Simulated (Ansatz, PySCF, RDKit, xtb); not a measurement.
**C4H8B2O: which of the isomers drawn lies lowest?**

Which of a sample of isomers of C4H8B2O is the most stable in the gas at 298.15 K, and what are its properties? The sample is small against all isomers, and the most stable one of this formula need not be in it.

Plan: many cheap relaxations first (GFN2-xTB), then density-functional screening, relaxation at B3LYP/def2-SVP, vibrations (at GFN2-xTB) and a final energy. The numbers are computed, not measured.

**1. Drawing up candidates**

Isomers were taken from a list of plausible structures; this is a sample, not all of them. That gives 7 candidates.

```csv
label,SMILES,spin
c066,BOB/C=C/C=C,singlet
c246,BOBCC#CC,singlet
c312,C#CBOBCC,singlet
c385,BCB(C#C)OC,singlet
c441,B[C@H](BOC)C#C,singlet
c445,BOB(C)C#CC,singlet
c751,B1C=CCOBC1,singlet
```

Candidates are built by distance geometry, with a force field where one applies, in up to four conformers (letters a to d).

**Question.** With final energies at CCSD(T)/def2-SVP + MP2/def2-TZVPP - MP2/def2-SVP, which structure will this search put lowest in free energy, and by what margin?

| quantity | value |
| --- | --- |
| lowest structure found | BOB(C)C#CC, singlet |
| next finalist | BOB/C=C/C=C, singlet, 5.0 kcal/mol higher in G |
| share at equilibrium, among the finalists | 100.0 % |
| dipole moment (PBE0/def2-SVPD) | 1.87 D |
| HOMO energy (PBE0/def2-SVPD) | -7.64 eV |
| LUMO energy (PBE0/def2-SVPD) | -0.90 eV |
| HOMO–LUMO gap (PBE0/def2-SVPD) | 6.74 eV |
| lowest excitation (TD-PBE0/def2-SVPD) | 4.94 eV (f = 0.001) |
| strongest of the states computed, same level | 5.74 eV (f = 0.162) |
| lowest triplet excitation, same level, Tamm-Dancoff | 4.36 eV |
| vertical ionisation energy | 9.61 eV |
| vertical electron affinity | -0.75 eV (unbound: the value depends on the basis) |
| vertical triplet less singlet | +4.44 eV |

`BOB(C)C#CC` comes out lowest. The margin of 5.0 kcal/mol over the next finalist is beyond the usual error of the last level; it says nothing of structures that weren't ranked. HF/STO-3G, r2SCAN-D4/def2-SVP, B3LYP/def2-SVP, HF/def2-SVP and MP2/def2-SVP already put its bonding pattern lowest among the structures in one piece; GFN2-xTB favours the singlet BOB/C=C/C=C (c066b, not a finalist). 4 minima inside the window were never screened. The search is not exhaustive (a finite list of starts, one conformer a finalist), so a lower isomer can't be ruled out. Only 7 drawn patterns were tried, so whole families of isomers are missing, and the result ranks this sample alone. The lowest isomer need not be the one that is made and kept in a bottle, which depends on barriers.
